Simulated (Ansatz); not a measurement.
**In started on a C site and a C vacancy in zincblende SiC, 15 atoms, charge +2**

Aim: a base single point, then the same cell under other settings, to see what each one moves.

Program: Ansatz 0.2.0, PAW, plane waves. These are calculated values, not measurements.

1 further run of the same task is left out (it didn't finish).

## (1) The starting cell

15 atoms (8 Si, 6 C, 1 In); a = 6.162 Å, b = 6.162 Å, c = 6.162 Å, α = 60.00°, β = 60.00°, γ = 60.00°. All atoms were shaken off their sites by about 0.10 Å along each axis. Defect site 1: (0.625, 0.625, 0.625). Defect site 2: (0.125, 0.125, 0.625). Starting moments add up to 1 μB.

Coordinates:

```xyz
15
Lattice="0.0000 4.3569 4.3569 4.3569 0.0000 4.3569 4.3569 4.3569 0.0000" Properties=species:S:1:pos:R:3 pbc="T T T"
Si    4.3344    4.3950    0.1266
Si    4.1759    4.3082    4.3833
Si    6.3067    2.1822    4.4162
Si    6.5892    6.3366    4.5320
Si    6.4819    8.5847    6.5904
Si    6.6613    4.4005    6.3103
Si    4.3113    2.3131    6.5266
Si    4.3053    6.3971    6.3661
C     1.1118    1.1458    1.1347
C     3.3212    3.3449    5.4138
C     3.3484    0.8984    3.4180
C     3.1559    5.5163    3.3561
C     1.0464    3.2560    3.2237
C     5.5270    3.2677    3.4265
In    5.4770    5.4433    5.6510
```

## (2) PBEsol on the given atoms

in.yaml reads:

```yaml
crystal:
  lattice:
    - [0.000000, 4.356853, 4.356853]
    - [4.356853, 0.000000, 4.356853]
    - [4.356853, 4.356853, 0.000000]
  atoms:
    - { symbol: Si, position: [0.021481, 0.007577, 0.987277], spin: 0.143 }
    - { symbol: Si, position: [0.518220, 0.487853, 0.470611], spin: 0.143 }
    - { symbol: Si, position: [0.033466, 0.980145, 0.467389], spin: 0.143 }
    - { symbol: Si, position: [0.491115, 0.549074, 0.963292], spin: 0.143 }
    - { symbol: Si, position: [0.997640, 0.515001, 0.972749] }
    - { symbol: Si, position: [0.464731, 0.983622, 0.545296], spin: 0.143 }
    - { symbol: Si, position: [0.519684, 0.978320, 0.011227] }
    - { symbol: Si, position: [0.970642, 0.490521, 0.497649], spin: 0.143 }
    - { symbol: C, position: [0.134122, 0.126320, 0.128859] }
    - { symbol: C, position: [0.624010, 0.618577, 0.143720] }
    - { symbol: C, position: [0.111098, 0.673419, 0.095106] }
    - { symbol: C, position: [0.656034, 0.114263, 0.610089] }
    - { symbol: C, position: [0.623541, 0.116384, 0.123798] }
    - { symbol: C, position: [0.133944, 0.652507, 0.616074] }
    - { symbol: In, position: [0.644655, 0.652379, 0.604711], spin: 0.143 }
  symmetry: { detect: false }
kpoints:
  mp_grid: { grid: [1, 1, 1], shift: [0.25, 0.25, 0.25] }
hamiltonian:
  xc: pbesol
total_charge: 2
magnetization:
  spin_polarized: true
scf:
  occupations: { method: fermi_dirac, width: 0.01 }
output:
  forces: true
  eigenvalues: true
  populations: true
  charged_corrections: { epsilon: 9.7 }
  write_density: true
  write_potential: true
  elf: true
  volumetric_format: npy
```

Started as:

```sh
$ ansatz run in.yaml --threads 2 --pin off --max-ram 19000MiB --runs-dir r --events-out ev --progress --plain
```

## (3) Run again with density cutoff ratio 2, mixing beta 0.2

Changes to in.yaml since step 2:

```diff
@@ -24,2 +24,3 @@
   mp_grid: { grid: [1, 1, 1], shift: [0.25, 0.25, 0.25] }
+basis: { ecutrho_ratio: 2 }
 hamiltonian:
@@ -31,2 +32,4 @@
   occupations: { method: fermi_dirac, width: 0.01 }
+  max_iter: 90
+  mixing: { beta: 0.2 }
 output:
@@ -34,7 +37,2 @@
   eigenvalues: true
-  populations: true
-  charged_corrections: { epsilon: 9.7 }
-  write_density: true
-  write_potential: true
-  elf: true
-  volumetric_format: npy
+  stress: true
```

## (4) Variant: charge changed by -2, xc grid 3

Changes to in.yaml since step 3:

```diff
@@ -24,6 +24,5 @@
   mp_grid: { grid: [1, 1, 1], shift: [0.25, 0.25, 0.25] }
-basis: { ecutrho_ratio: 2 }
+basis: { xc_grid: 3 }
 hamiltonian:
   xc: pbesol
-total_charge: 2
 magnetization:
@@ -32,4 +31,3 @@
   occupations: { method: fermi_dirac, width: 0.01 }
-  max_iter: 90
-  mixing: { beta: 0.2 }
+  max_iter: 80
 output:
@@ -38 +36,5 @@
   stress: true
+  write_density: true
+  write_potential: true
+  elf: true
+  volumetric_format: npy
```

## (5) Run again with 4 extra bands

Changes to in.yaml since step 4:

```diff
@@ -24,5 +24,5 @@
   mp_grid: { grid: [1, 1, 1], shift: [0.25, 0.25, 0.25] }
-basis: { xc_grid: 3 }
 hamiltonian:
   xc: pbesol
+total_charge: 2
 magnetization:
@@ -31,3 +31,4 @@
   occupations: { method: fermi_dirac, width: 0.01 }
-  max_iter: 80
+  max_iter: 50
+  n_extra_bands: 4
 output:
@@ -36,5 +37 @@
   stress: true
-  write_density: true
-  write_potential: true
-  elf: true
-  volumetric_format: npy
```

## (6) Changed settings: functional RPBE, mixing beta 0.4, xc grid 3

Changes to in.yaml since step 5:

```diff
@@ -24,4 +24,5 @@
   mp_grid: { grid: [1, 1, 1], shift: [0.25, 0.25, 0.25] }
+basis: { xc_grid: 3 }
 hamiltonian:
-  xc: pbesol
+  xc: rpbe
 total_charge: 2
@@ -31,4 +32,4 @@
   occupations: { method: fermi_dirac, width: 0.01 }
-  max_iter: 50
-  n_extra_bands: 4
+  max_iter: 70
+  mixing: { beta: 0.4 }
 output:
```

## (7) Changed settings: starting moment 4 μB

in.yaml reads:

```yaml
crystal:
  lattice:
    - [0.000000, 4.356853, 4.356853]
    - [4.356853, 0.000000, 4.356853]
    - [4.356853, 4.356853, 0.000000]
  atoms:
    - { symbol: Si, position: [0.021481, 0.007577, 0.987277] }
    - { symbol: Si, position: [0.518220, 0.487853, 0.470611] }
    - { symbol: Si, position: [0.033466, 0.980145, 0.467389] }
    - { symbol: Si, position: [0.491115, 0.549074, 0.963292] }
    - { symbol: Si, position: [0.997640, 0.515001, 0.972749] }
    - { symbol: Si, position: [0.464731, 0.983622, 0.545296] }
    - { symbol: Si, position: [0.519684, 0.978320, 0.011227] }
    - { symbol: Si, position: [0.970642, 0.490521, 0.497649] }
    - { symbol: C, position: [0.134122, 0.126320, 0.128859] }
    - { symbol: C, position: [0.624010, 0.618577, 0.143720] }
    - { symbol: C, position: [0.111098, 0.673419, 0.095106] }
    - { symbol: C, position: [0.656034, 0.114263, 0.610089] }
    - { symbol: C, position: [0.623541, 0.116384, 0.123798] }
    - { symbol: C, position: [0.133944, 0.652507, 0.616074] }
    - { symbol: In, position: [0.644655, 0.652379, 0.604711] }
  symmetry: { detect: false }
kpoints:
  mp_grid: { grid: [1, 1, 1], shift: [0.25, 0.25, 0.25] }
hamiltonian:
  xc: pbesol
total_charge: 2
magnetization:
  spin_polarized: true
  initial_magnetization: 4
scf:
  occupations: { method: fermi_dirac, width: 0.01 }
  max_iter: 70
output:
  forces: true
  eigenvalues: true
  stress: true
  write_density: true
  write_potential: true
  elf: true
  volumetric_format: npy
```

What does the calculation give? Wanted: for each run, settings; status; energy from base; forces from base.

The runs gave:

| settings | status | cycles | time | energy from base (meV/atom) | forces from base (eV/Å rms) | filled to empty level on the mesh (eV) |
| --- | --- | --- | --- | --- | --- | --- |
| base | converged | 14 | 3 s (2 CPU threads) | 0 | 0 | 0.42 |
| density cutoff ratio 2, mixing beta 0.2 | converged, settings too loose | 16 | 2.5 s (2 CPU threads) | -0.6 | 0.000 | 0.42 |
| charge changed by -2, xc grid 3 | converged | 16 | 4.2 s (2 CPU threads) | - | 0.483 | 0.33 |
| 4 extra bands | converged | 14 | 2.4 s (2 CPU threads) | 0.0 | 0.000 | 0.42 |
| functional RPBE, mixing beta 0.4, xc grid 3 | converged | 13 | 3.4 s (2 CPU threads) | - | 0.185 | 0.52 |
| starting moment 4 μB | converged | 18 | 3.2 s (2 CPU threads) | 0.0 | 0.000 | 0.42 |

**What this shows.** Among these variants the forces move most with charge changed by -2, xc grid 3 (0.483 eV/Å rms).
